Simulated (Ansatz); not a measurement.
# CH3O2Sb: the cost of one run

Computed with the Python package of Ansatz 0.2.0. Level of theory: CAM-B3LYP/def2-SVP.

## Step 1: Starting point

Bond lengths: O1–Sb2 1.965 Å, Sb2–C3 2.100 Å, Sb2–O4 2.088 Å, C3–O4 1.303 Å, O1–H5 1.011 Å, C3–H6 1.122 Å, C3–H7 1.164 Å. Angles: O1–Sb2–C3 90.8°, O1–Sb2–O4 91.5°, C3–Sb2–O4 36.2°, Sb2–O1–H5 107.0°, Sb2–C3–O4 71.4°, Sb2–C3–H6 119.1°, Sb2–C3–H7 117.9°, O4–C3–H6 114.3°, O4–C3–H7 108.8°, H6–C3–H7 116.1°, Sb2–O4–C3 72.3°.

The script holds or builds the structure itself.

## Step 2: The script

bend.py reads:

```python
"""Bending curve of CH3O2Sb."""

import ansatz as az
from ase import Atoms

atoms = Atoms(["O", "Sb", "C", "O", "H", "H", "H"], positions=[
    [-1.7156, 0.6167, -0.5971],
    [-0.4037, -0.7137, -1.2064],
    [0.8451, -0.2687, 0.4218],
    [0.0539, -1.2466, 0.7604],
    [-1.3353, 1.5281, -0.8146],
    [0.6773, 0.6812, 0.9958],
    [1.9396, -0.665, 0.3943],
])

# start the scan from a relaxed geometry
first = (
    az.Crystal.molecule_from_ase(atoms).calculation()
    .basis(gaussian="def2-SVP")
    .functional("CAM-B3LYP")
    .relax(force_tolerance=0.02, max_steps=80)
)
atoms.positions = first.run(threads=1, backend="cpu").report["positions_ang"]

rows = []
for angle in [90, 100, 110, 120, 135, 150, 165, 179]:
    bent = atoms.copy()
    bent.set_angle(1, 0, 4, angle, indices=[4])
    base = az.Crystal.molecule_from_ase(bent).calculation()
    base = base.basis(gaussian="def2-SVP").functional("CAM-B3LYP")
    rows.append((angle, base.run(threads=1, backend="cpu").report["free_energy_ev"]))
floor = min(e for _, e in rows)
for angle, e in rows:
    print(f"angle Sb1-O0-H4 = {angle:3d} deg   {1000 * (e - floor):9.1f} meV")
```

## Step 3: Launch

Run with:

```sh
python bend.py
```

What time and memory should one allow on 1 thread of Arm Neoverse V1, shared host?

About 69 s, with a peak of 0.27 GiB.
